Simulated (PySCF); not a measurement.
# C5H3F4NO: the cost of one run

Programs: PySCF 2.14.0, with density-fitted response routines of our own. Each step states its level of theory. These are calculated values for one molecule, in the gas phase or a continuum, unless marked as measured. Atoms are numbered from 0 throughout.

**1. Starting geometry**

14 atoms, charge 0, multiplicity 1; geometry from: GFN2-xTB. The atoms were then displaced at random by about 0.01 Å, so the start is not that level's minimum.

Bonds of the start (Å): N0–C1 1.15, C1–C2 1.45, C2–C3 1.50, C3–F4 1.39, C3–O5 1.39, O5–C6 1.43, C6–C7 1.53, C7–F8 1.36, C7–F9 1.33, C7–F10 1.32, C6–C2 1.55, C2–H11 1.08, C3–H12 1.10, C6–H13 1.09.

**2. Optimising the geometry at PBE0-D3(BJ)/def2-SVP**

The job: settings as JSON, then the geometry in Å.

```
{"job": {"xc": "PBE0", "basis": "def2-SVP", "d3": "d3bj", "grid": 1, "shake": 0.01, "kind": "geom"}, "charge": 0, "multiplicity": 1}
N      0.940290     1.707730     2.033020
C      0.326570     1.364000     1.119100
C     -0.454690     0.910640    -0.016140
C     -1.567300    -0.053900     0.284910
F     -2.789910     0.376520    -0.206140
O     -1.048110    -1.047920    -0.530700
C      0.115870    -0.275950    -0.835410
C      1.399860    -0.918950    -0.300900
F      1.257020    -1.307820     0.992340
F      1.723470    -1.999090    -1.000860
F      2.404200    -0.070940    -0.349310
H     -0.740070     1.765550    -0.609810
H     -1.791350    -0.363050     1.315730
H      0.216980    -0.101900    -1.903560
```

Run with:

```
$ OMP_NUM_THREADS=1 python probes_run.py task.json out
```

This one command runs all jobs of the session in turn.

**Question.** How long does this first job take on 1 thread of Arm Neoverse V1, shared host, and how much memory does it need?

About 2.5 min, with a peak of 0.7 GiB.
